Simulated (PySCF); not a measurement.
# The bond of Ge₂, level by level

One table from this session's results is given with a row withheld; the runs are named, their logs left out.

Method: Ge def2-TZVPPD, no relativity; program: PySCF 2.14.0.

Set-up of the first run:

A driver script around PySCF takes these settings:

```json
{
  "atoms": "Ge, Ge",
  "charge": "0",
  "basis": "Ge def2-TZVPPD",
  "Hamiltonian": "no relativity",
  "basis functions": "108",
  "electrons treated": "64",
  "masses in u": "73.9212, 73.9212",
  "levels": "PBE0, PBE, r²SCAN, r²SCANh, TPSS, TPSSh, PW91, M06, CAM-B3LYP, HF, MP2, SCS-MP2, CCSD, CCSD(T)",
  "grid": "80 radial by 434 angular points",
  "occupations": "held fixed by the projection of orbital angular momentum",
  "dissociation limit": "Ge + Ge, each in its ground configuration",
  "starting distance in angstrom": "2.320",
  "values of 2S to try": "0, 2, 4"
}
```

Command:

```sh
OMP_NUM_THREADS=2 python dia.py task.json out
```

Among the steps run: Set-up; The PBE0 curve of the state that the search chose; Higher solutions at PBE0; PBE; r²SCAN (meta-GGA); r²SCANh; TPSS (meta-GGA); TPSSh (hybrid meta-GGA); PW91; M06; CAM-B3LYP; UHF; Adding correlation.

One of the session's tables, all rows but one given; the rest of the session is left out.

It belongs to the step «The curves together». Energy (eV) from each level's lowest point:

```
R (Å)    UHF  UHF-MP2  UHF-SCS-MP2  UHF-CCSD  UHF-CCSD(T)
2.050  0.941    0.912        0.918       n/a          n/a
2.146  0.384    0.382        0.383     0.404        0.440
2.241  0.092    0.101        0.100     0.112        0.135
2.312  0.003    0.012        0.010     0.016        0.028
2.384  0.000    0.000        0.000     0.000        0.000
2.455      ?        ?            ?         ?            ?
2.551  0.226    0.177        0.187     0.178        0.144
2.670  0.518    0.411        0.433     0.420        0.359
2.813  0.949    0.745        0.788     0.778        0.679
3.004  1.588    1.212        1.291       n/a          n/a
```

Q: Estimate the row for R (Å) = 2.455 from the others.

Worked estimate for «UHF». A straight line through the neighbours (2.384, 0.000) and (2.551, 0.226) gives 0.000 + (0.226 − 0.000) × (2.455 − 2.384) / (2.551 − 2.384) = 0.096; a parabola fitted to 4 rows on both sides gives 0.068.

**Answer.** UHF: 0.063; UHF-MP2: 0.047; UHF-SCS-MP2: 0.050; UHF-CCSD: 0.046; UHF-CCSD(T): 0.032. In «UHF» the line misses by +0.033 and the parabola by +0.005.
